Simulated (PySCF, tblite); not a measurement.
# C₆H₅F₂ radical: geometry, infrared bands and EPR parameters

What infrared bands and EPR parameters should C₆H₅F₂ radical (`C=CC=[C]C=C(F)F`) show?

Programs: tblite 0.8.0 and PySCF 2.14.0, with density-fitted response routines of our own. Each step states its level of theory. These are calculated values for one molecule in the gas phase, unless marked as measured. Atoms are numbered from 0 throughout.

## 1. Starting geometry

13 atoms, charge 0, multiplicity 2; geometry from: force field or distance geometry start.

Bonds of the start (Å): C0–C1 1.33, C1–C2 1.44, C2–C3 1.28, C3–C4 1.43, C4–C5 1.32, C5–F6 1.35, C5–F7 1.36, C0–H8 1.08, C0–H9 1.09, C1–H10 1.10, C2–H11 1.09, C4–H12 1.08.

## 2. Relaxing the molecule with GFN2-xTB

What the job is given:

```
{"job": {"kind": "relax", "xc": "GFN2-xTB", "basis": "xTB"}, "charge": 0, "multiplicity": 2}
C     -0.534400     2.748800    -0.468900
C     -0.283100     1.523000    -0.030700
C     -0.162100     0.368300    -0.883100
C      0.086800    -0.803600    -0.421500
C      0.369400    -2.102900     0.116500
C      0.546100    -2.322700     1.410800
F      0.817900    -3.571200     1.837800
F      0.477900    -1.309200     2.312400
H     -0.690200     2.963400    -1.519800
H     -0.617700     3.582800     0.230100
H     -0.137200     1.357300     1.045100
H     -0.313900     0.498500    -1.953400
H      0.436200    -2.932100    -0.571600
```

Launch:

```sh
> OMP_NUM_THREADS=1 python probes_run.py task.json out
```

One launch serves the whole session: the jobs run in the order shown.

**Question.** This job is followed by: GFN2-xTB harmonic vibrations, gas phase; UKS B3LYP, pcH-1 on C F H, non-relativistic, mean-field spin-orbit, GIAO. What will the session give for the following? strongest single infrared mode (GFN2-xTB); zero-point energy (GFN2-xTB); g(iso) (B3LYP); ⟨S²⟩; largest a(iso); potential on the surface of density 0.002 e/bohr³, 1st and 99th percentile.

As calculated:

```
                                                                  quantity                  value
                                 strongest single infrared mode (GFN2-xTB)  1522 cm⁻¹, 229 km/mol
                                              zero-point energy (GFN2-xTB)          54.2 kcal/mol
                                                            g(iso) (B3LYP)                2.00325
                                                                      ⟨S²⟩     0.777 (exact 0.75)
                                                            largest a(iso)   1H on H11, 105.6 MHz
potential on the surface of density 0.002 e/bohr³, 1st and 99th percentile     -0.55 V and 1.21 V
```

Over 117 steps the energy fell by 0.910 eV; of the close pairs, C3–C4 changed most, 1.434 to 1.343 Å. All 33 modes are real, so the xTB geometry is a minimum. The strongest single mode, at 1522 cm⁻¹, moves mainly C5 and C4. GFN2-xTB is a fitted tight-binding method: band positions and strengths are rough. Its intensities can rank the bands wrongly. The largest spin populations lie on C3 (0.65 e), C5 (0.55 e). The isotropic g lies 0.9 ppt above the free-electron value.
